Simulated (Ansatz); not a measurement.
**GaBr₃: how energies converge with the basis set**

One table from this session's results is given with a row withheld; the runs are named, their logs left out.

The runs use Ansatz 0.2.0, Gaussian basis; one geometry, several basis sets.

The runs, in order: PBE0-D4/def2-SVP; ωB97M-V/def2-SVP; PBE0-D4/def2-QZVPP; ωB97M-V/def2-QZVPP; the functionals' def2-TZVPP values are taken from earlier runs.

### The relaxed structure

All runs share one geometry, relaxed beforehand with PBE0-D4 in a triple-zeta def2 set.

SMILES `[Br][Ga]([Br])[Br]`, 4 atoms, charge 0, spin multiplicity 1.

Atoms are counted from 1 here; the program's logs count them from 0.

Bond lengths: Br1–Ga2 2.261 Å, Ga2–Br3 2.261 Å, Ga2–Br4 2.261 Å. Angles: Br1–Ga2–Br3 120.0°, Br1–Ga2–Br4 120.0°, Br3–Ga2–Br4 120.0°.

Coordinates:

```xyz
4
charge 0, multiplicity 1
Br   -0.06665    0.54865    2.18303
Ga    0.01395   -0.01508   -0.00506
Br    0.88710   -2.00524   -0.62841
Br   -0.77880    1.41136   -1.56986
```

The first run:

The input, in.yaml:

```yaml
crystal:
  periodic: [false, false, false]
  atoms:
    - {symbol: Br, position_ang: [-0.066652, 0.548650, 2.183026]}
    - {symbol: Ga, position_ang: [0.013953, -0.015076, -0.005056]}
    - {symbol: Br, position_ang: [0.887098, -2.005237, -0.628407]}
    - {symbol: Br, position_ang: [-0.778798, 1.411364, -1.569863]}
basis:
  gaussian: {orbitals: def2-SVP}
hamiltonian: {xc: pbe0, dispersion: d4}
output: {orbitals: {seedname: orbitals}}
```

Steps of the session up to this table: PBE0-D4 in def2-SVP; ωB97M-V in def2-SVP; PBE0-D4 in def2-QZVPP; ωB97M-V in def2-QZVPP.

One of the session's tables, all rows but one given; the rest of the session is left out.

It belongs to the step «Density functionals: the series». 

```
functional       basis  HOMO (eV)  LUMO (eV)
   PBE0-D4    def2-SVP      -8.59      -2.10
   PBE0-D4  def2-TZVPP      -8.71      -2.22
   PBE0-D4  def2-QZVPP          ?          ?
   ωB97M-V    def2-SVP     -10.76      -0.13
   ωB97M-V  def2-TZVPP     -10.91      -0.33
   ωB97M-V  def2-QZVPP     -10.92      -0.42
```

**Question.** Estimate the row for PBE0-D4, def2-QZVPP.

As computed: HOMO (eV): -8.71; LUMO (eV): -2.25.
